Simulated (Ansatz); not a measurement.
# AlFH₄SSi: one species, many methods

The task here is to estimate one member of a computed series from the others.

Program: Ansatz 0.2.0, Gaussian basis. Level of theory: functionals in def2-TZVPP, the program's frozen cores in correlated methods. These are calculated values, not measurements.

The runs, in order: LDA (SPW92), PBE-D4, revPBE-D4, BLYP-D4, r2SCAN-D4, B97M-V, PBE0-D4, B3LYP-D4, r2SCANh-D4, r2SCAN0-D4, HSE06-D4, BHLYP-D4, CAM-B3LYP-D4, LC-ωPBE, ωB97X-V, ωB97M-V, B2PLYP, PBE-QIDH; CCSD(T)/def2-SVP; CCSD(T)/def2-TZVPP; MP2/def2-QZVPP; extrapolation to the limit; RPA on PBE.

### The relaxed structure

The geometry comes from an earlier relaxation with PBE0-D4 in a triple-zeta def2 set; it is a stationary point, not always the lowest conformer.

SMILES `[F][Al]([SiH3])[SH]`, 8 atoms, charge 0, spin multiplicity 1.

Atoms are counted from 1 here; the program's logs count them from 0.

Bond lengths: F1–Al2 1.652 Å, Al2–Si3 2.437 Å, Al2–S4 2.177 Å, Si3–H5 1.489 Å, Si3–H6 1.488 Å, Si3–H7 1.489 Å, S4–H8 1.346 Å. Angles: F1–Al2–Si3 120.2°, F1–Al2–S4 116.6°, Si3–Al2–S4 123.2°, Al2–Si3–H5 110.5°, Al2–Si3–H6 110.5°, Al2–Si3–H7 110.5°, H5–Si3–H6 108.5°, H5–Si3–H7 108.2°, H6–Si3–H7 108.5°, Al2–S4–H8 92.5°.

The first run:

in.yaml reads:

```yaml
crystal:
  periodic: [false, false, false]
  atoms:
    - {symbol: F, position_ang: [1.170630, -1.867093, -0.843944]}
    - {symbol: Al, position_ang: [0.037994, -0.882723, -0.153352]}
    - {symbol: Si, position_ang: [0.439482, 1.514754, 0.023555]}
    - {symbol: S, position_ang: [-1.779132, -1.843119, 0.563549]}
    - {symbol: H, position_ang: [0.617015, 2.114233, -1.327468]}
    - {symbol: H, position_ang: [-0.706586, 2.187635, 0.692633]}
    - {symbol: H, position_ang: [1.672084, 1.780326, 0.814926]}
    - {symbol: H, position_ang: [-1.359288, -3.061114, 0.174299]}
basis:
  gaussian: {orbitals: def2-TZVPP}
hamiltonian: {xc: lda}
output: {orbitals: {seedname: orbitals}}
```

Run with:

```
ansatz run in.yaml --threads 2 --pin off --events-out ev --progress --plain --max-ram 4352MiB
```

Among the steps run: LDA; PBE-D4 (GGA); revPBE-D4 (GGA); BLYP-D4 (GGA); r2SCAN-D4 (meta-GGA); B97M-V (meta-GGA); PBE0-D4 (hybrid); B3LYP-D4 (hybrid); r2SCANh-D4 (hybrid); r2SCAN0-D4 (hybrid); HSE06-D4 (hybrid); BHLYP-D4 (hybrid); CAM-B3LYP-D4 (range-separated); LC-ωPBE (range-separated); ωB97X-V (range-separated); ωB97M-V (range-separated); B2PLYP (double hybrid); PBE-QIDH (double hybrid).

One of the session's tables, all rows but one given; the rest of the session is left out.

It belongs to the step «Frontier levels by functional». 

```
  functional  HOMO (eV)  LUMO (eV)  gap (eV)
 LDA (SPW92)      -6.93      -2.41      4.51
      PBE-D4      -6.80      -2.22      4.57
   revPBE-D4      -6.75      -2.13      4.61
     BLYP-D4      -6.61      -2.06      4.54
   r2SCAN-D4      -7.09      -2.02      5.07
      B97M-V      -7.13      -2.16      4.97
     PBE0-D4      -8.00      -1.49      6.51
    B3LYP-D4      -7.73      -1.65      6.08
  r2SCANh-D4      -7.53      -1.76      5.77
  r2SCAN0-D4          ?          ?         ?
    HSE06-D4      -7.60      -1.86      5.74
    BHLYP-D4      -9.03      -0.67      8.36
CAM-B3LYP-D4      -9.29      -0.48      8.81
     LC-ωPBE     -10.69       0.54     11.23
     ωB97X-V     -10.35       0.45     10.80
     ωB97M-V     -10.10       0.21     10.31
```

**Question.** Estimate the row for r2SCAN0-D4.

Worked estimate for «HOMO (eV)». Against the share of exact exchange, r2SCAN-D4 (0, -7.09), r2SCANh-D4 (0.1, -7.53) give a slope of -4.40 per unit share; at 0.25 the line stands at -8.19.

**Answer.** HOMO (eV): -8.19; LUMO (eV): -1.38; gap (eV): 6.81. In «HOMO (eV)» the line misses by 0.00.
